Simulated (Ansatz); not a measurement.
# BClH4N2: the cost of one run

Method: PBE0-D4/def2-SVP; program: Ansatz 0.2.0, Gaussian basis.

17 further runs of the same task are left out: 1 that didn't finish, 16 set aside as unsound or not needed.

## 1. The starting structure

The first end: 8 atoms, charge 0, spin multiplicity 1.

Atoms are counted from 1 here; the program's logs count them from 0.

Bond lengths: B1–N2 1.404 Å, B1–N3 1.404 Å, B1–Cl5 1.790 Å, N2–H6 1.003 Å, N2–H7 1.004 Å, N3–H4 1.004 Å, N3–H8 1.003 Å. Angles: N2–B1–N3 124.6°, N2–B1–Cl5 117.7°, N3–B1–Cl5 117.7°, B1–N2–H6 121.8°, B1–N2–H7 123.7°, H6–N2–H7 114.5°, B1–N3–H4 123.7°, B1–N3–H8 121.8°, H4–N3–H8 114.5°.

As a file:

```xyz
8
BClH4N2
B    -0.3129    0.2178    0.0710
N     0.8027    0.8466   -0.5043
N    -0.3758   -1.1438    0.4073
H     0.3799   -1.7884    0.2623
Cl   -1.7570    1.2230    0.3992
H     0.8012    1.8241   -0.7280
H     1.6579    0.3698   -0.7252
H    -1.1960   -1.5492    0.8177
```

The second end:

```
B    -0.52653   -0.03149    0.31345
N     0.80744    0.34748   -0.48542
N    -0.69318   -1.33501    0.43364
H     1.21293   -0.55975   -0.71104
Cl   -1.36968    1.49012    0.78958
H     0.61986    0.86839   -1.33829
H     1.45894    0.89239    0.07363
H    -1.50978   -1.67214    0.92435
```

## 2. The band at PBE0-D4/def2-SVP

The input, neb/in.yaml:

```yaml
crystal:
  periodic: [false, false, false]
  atoms:
    - {symbol: B, position_ang: [-0.312874, 0.217811, 0.071041]}
    - {symbol: N, position_ang: [0.802689, 0.846618, -0.504311]}
    - {symbol: N, position_ang: [-0.375803, -1.143758, 0.407273]}
    - {symbol: H, position_ang: [0.379850, -1.788384, 0.262310]}
    - {symbol: Cl, position_ang: [-1.756962, 1.222959, 0.399157]}
    - {symbol: H, position_ang: [0.801199, 1.824131, -0.727982]}
    - {symbol: H, position_ang: [1.657917, 0.369801, -0.725244]}
    - {symbol: H, position_ang: [-1.196017, -1.549180, 0.817656]}
basis:
  gaussian: {orbitals: def2-SVP}
hamiltonian: {xc: pbe0, dispersion: d4}
neb:
  images: 5
  climbing: true
  max_iterations: 40
  initial_path: idpp
  final_atoms:
    - {symbol: B, position_ang: [-0.526525, -0.031487, 0.313452]}
    - {symbol: N, position_ang: [0.807439, 0.347482, -0.485424]}
    - {symbol: N, position_ang: [-0.693179, -1.335013, 0.433638]}
    - {symbol: H, position_ang: [1.212930, -0.559748, -0.711036]}
    - {symbol: Cl, position_ang: [-1.369679, 1.490122, 0.789581]}
    - {symbol: H, position_ang: [0.619856, 0.868393, -1.338291]}
    - {symbol: H, position_ang: [1.458940, 0.892394, 0.073633]}
    - {symbol: H, position_ang: [-1.509782, -1.672143, 0.924347]}
```

Launch:

```
$ ansatz run in.yaml --threads 2 --pin off --events-out ev --progress --plain --max-ram 4352MiB
```

**Question.** How long does this run take on 2 threads of Arm Neoverse V1, shared host?

About 2.4 min.
